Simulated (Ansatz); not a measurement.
# AlH₈NOSi₂: up Jacob's ladder to CCSD(T)

The task here is to estimate one member of a computed series from the others.

Computed with Ansatz 0.2.0, Gaussian basis. Level: functionals in def2-TZVPP, the program's frozen cores in correlated methods.

The runs, in order: PBE-D4, r2SCAN-D4, PBE0-D4, B3LYP-D4, ωB97X-V, ωB97M-V, B2PLYP; CCSD(T)/def2-TZVPP; MP2/def2-QZVPP; extrapolation to the limit.

## The geometry

All runs share one geometry, relaxed beforehand with PBE0-D4 in a triple-zeta def2 set.

SMILES `[NH2][AlH][O][SiH2][SiH3]`, 13 atoms, charge 0, spin multiplicity 1.

Atoms are counted from 1 here; the program's logs count them from 0.

Bond lengths: N1–Al2 1.761 Å, N1–H6 1.007 Å, N1–H7 1.007 Å, Al2–O3 1.690 Å, Al2–H8 1.571 Å, O3–Si4 1.627 Å, Si4–Si5 2.349 Å, Si4–H9 1.491 Å, Si4–H10 1.490 Å, Si5–H11 1.492 Å, Si5–H12 1.490 Å, Si5–H13 1.489 Å. Angles: Al2–N1–H6 125.6°, Al2–N1–H7 124.1°, H6–N1–H7 110.3°, N1–Al2–O3 118.5°, N1–Al2–H8 121.5°, O3–Al2–H8 120.0°, Al2–O3–Si4 154.8°, O3–Si4–Si5 110.6°, O3–Si4–H9 110.1°, O3–Si4–H10 110.0°, Si5–Si4–H9 109.1°, Si5–Si4–H10 109.4°, H9–Si4–H10 107.6°, Si4–Si5–H11 110.0°, Si4–Si5–H12 111.1°, Si4–Si5–H13 111.5°, H11–Si5–H12 107.5°, H11–Si5–H13 108.1° and more.

Coordinates:

```mol
AlH8NOSi2
  3D, bonds by distance, orders not assigned

 13 12  0  0  0  0  0  0  0  0999 V2000
   -1.0884   -0.0609    2.1980 N   0  0
    0.0416   -1.3223    1.7157 Al  0  0
    0.6160   -1.3270    0.1262 O   0  0
    0.7737   -0.7432   -1.3840 Si  0  0
    0.1067    1.5068   -1.4746 Si  0  0
   -1.4495    0.6627    1.5975 H   0  0
   -1.4700    0.0317    3.1253 H   0  0
    0.5208   -2.4256    2.7268 H   0  0
   -0.0607   -1.5375   -2.3305 H   0  0
    2.1911   -0.8578   -1.8287 H   0  0
   -1.2841    1.6489   -0.9527 H   0  0
    0.9909    2.3621   -0.6345 H   0  0
    0.1326    2.0274   -2.8695 H   0  0
  1  2  8  0
  2  3  8  0
  3  4  8  0
  4  5  8  0
  1  6  8  0
  1  7  8  0
  2  8  8  0
  4  9  8  0
  4 10  8  0
  5 11  8  0
  5 12  8  0
  5 13  8  0
M  END
```

Set-up of the first run:

in.yaml reads:

```yaml
crystal:
  periodic: [false, false, false]
  atoms:
    - {symbol: N, position_ang: [-1.088381, -0.060891, 2.197999]}
    - {symbol: Al, position_ang: [0.041569, -1.322338, 1.715736]}
    - {symbol: O, position_ang: [0.615993, -1.326990, 0.126185]}
    - {symbol: Si, position_ang: [0.773673, -0.743216, -1.384039]}
    - {symbol: Si, position_ang: [0.106659, 1.506810, -1.474594]}
    - {symbol: H, position_ang: [-1.449549, 0.662685, 1.597488]}
    - {symbol: H, position_ang: [-1.470023, 0.031731, 3.125276]}
    - {symbol: H, position_ang: [0.520786, -2.425596, 2.726840]}
    - {symbol: H, position_ang: [-0.060719, -1.537549, -2.330528]}
    - {symbol: H, position_ang: [2.191096, -0.857750, -1.828744]}
    - {symbol: H, position_ang: [-1.284114, 1.648920, -0.952683]}
    - {symbol: H, position_ang: [0.990861, 2.362083, -0.634550]}
    - {symbol: H, position_ang: [0.132649, 2.027399, -2.869485]}
basis:
  gaussian: {orbitals: def2-TZVPP}
hamiltonian: {xc: pbe, dispersion: d4}
output: {forces: true, orbitals: {seedname: orbitals}}
```

Command:

```bash
$ ansatz run in.yaml --threads 4 --pin off --events-out ev --progress --plain --max-ram 10444MiB
```

Steps of the session up to this table: PBE-D4 (GGA); r2SCAN-D4 (meta-GGA); PBE0-D4 (hybrid); B3LYP-D4 (hybrid); ωB97X-V (range-separated); ωB97M-V (range-separated); B2PLYP (double hybrid); CCSD(T) in def2-TZVPP; MP2 in def2-QZVPP.

One table of the session follows, with a row left open; its other results are not shown here.

| method | atomisation energy (kJ/mol) |
| --- | --- |
| PBE-D4 | ? |
| r2SCAN-D4 | 4252.9 |
| PBE0-D4 | 4192.4 |
| B3LYP-D4 | 4260.6 |
| ωB97X-V | 4292.5 |
| ωB97M-V | 4267.9 |
| B2PLYP | 4206.7 |
| HF/def2-TZVPP | 3134.9 |
| MP2/def2-TZVPP | 4171.6 |
| CCSD/def2-TZVPP | 4102.2 |
| CCSD(T)/def2-TZVPP | 4149.4 |
| MP2/CBS | 4299.0 |
| CCSD(T)/CBS | 4276.9 |

Estimate the missing values for PBE-D4.

**Answer.** atomisation energy (kJ/mol): 4236.3. In the column «atomisation energy (kJ/mol)» it lies between B2PLYP (4206.7) and r2SCAN-D4 (4252.9).

Caveats from the session: Free atoms (1 N, 1 Al, 1 O, 2 Si, 8 H) were run apart at each level; the atomisation energy is their sum less the molecule, without zero-point or spin-orbit terms.
